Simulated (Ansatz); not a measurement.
# C2H3BrGe: the cost of one run

All numbers are computed with Ansatz 0.2.0 through its Python package. Level of theory: r2SCAN0/def2-SVPD.

## (1) The structure

Bond lengths: Br1–C2 1.905 Å, C2–C3 1.428 Å, C2–Ge4 1.846 Å, C3–Ge4 1.761 Å, C3–H5 1.115 Å, Ge4–H6 1.596 Å, Ge4–H7 1.542 Å. Angles: Br1–C2–C3 145.7°, Br1–C2–Ge4 150.7°, C3–C2–Ge4 63.6°, C2–C3–Ge4 69.9°, C2–C3–H5 146.9°, Ge4–C3–H5 143.1°, C2–Ge4–C3 46.6°, C2–Ge4–H6 105.3°, C2–Ge4–H7 106.9°, C3–Ge4–H6 117.8°, C3–Ge4–H7 119.3°, H6–Ge4–H7 122.3°.

No structure file is read: the coordinates are typed or built in the script.

## (2) The code

File spin_c2h3brge.py:

```python
"""Gap between spin states of C2H3BrGe at one geometry."""

import logging
import sys

import ansatz as az

logging.basicConfig(stream=sys.stdout, format="%(levelname)s:%(name)s:%(message)s")
log = logging.getLogger("calc")
log.setLevel(logging.INFO)

GEOMETRY = """
Br   -1.66760   -2.17730    0.24850
C    -0.40370   -0.75540    0.15830
C     0.92110   -0.33330    0.48300
Ge    0.07700    0.94010   -0.39280
H     1.90060   -0.60090    0.94410
H    -0.84780    1.93350    0.44760
H     0.08150    0.92540   -1.93440
"""

system = az.Crystal.molecule()
for line in GEOMETRY.strip().splitlines():
    symbol, *xyz = line.split()
    system = system.atom(symbol, [float(v) for v in xyz])

setup = system.calculation().basis(gaussian="def2-SVPD").functional("r2scan0")
found = {}
for unpaired in [0, 2]:
    summary = setup.spin("collinear", total=unpaired).run().report
    s = unpaired / 2
    found[unpaired] = summary["free_energy_ev"]
    log.info(f"2S+1 = {unpaired + 1}: E = {found[unpaired]:.5f} eV, <S^2> = {abs(summary['mean_field']['state']['spin_squared']):.3f} (pure state {s * (s + 1):.2f})")
lowest = min(found, key=found.get)
for unpaired, e in found.items():
    log.info(f"multiplicity {unpaired + 1}: {23.060548 * (e - found[lowest]):.1f} kcal/mol above the lowest")
```

## (3) The input behind the calls

The package turns the script's settings into the engine's input (first run):

```yaml
crystal:
  periodic: [false, false, false]
  atoms:
    - { symbol: Br, position_ang: [-1.6676, -2.1773, 0.2485] }
    - { symbol: C, position_ang: [-0.4037, -0.7554, 0.1583] }
    - { symbol: C, position_ang: [0.9211, -0.3333, 0.483] }
    - { symbol: Ge, position_ang: [0.077, 0.9401, -0.3928] }
    - { symbol: H, position_ang: [1.9006, -0.6009, 0.9441] }
    - { symbol: H, position_ang: [-0.8478, 1.9335, 0.4476] }
    - { symbol: H, position_ang: [0.0815, 0.9254, -1.9344] }
basis:
  gaussian:
    orbitals: def2-SVPD
hamiltonian:
  xc: r2scan0
magnetization:
  spin_polarized: true
  initial_magnetization: 0.0
```

## (4) The run

Launch:

```console
$ python spin_c2h3brge.py
```

**Question.** How long does this script take on 1 thread of Arm Neoverse V2, shared host, and how much memory does it need?

About 59 s, with a peak of 0.66 GiB.
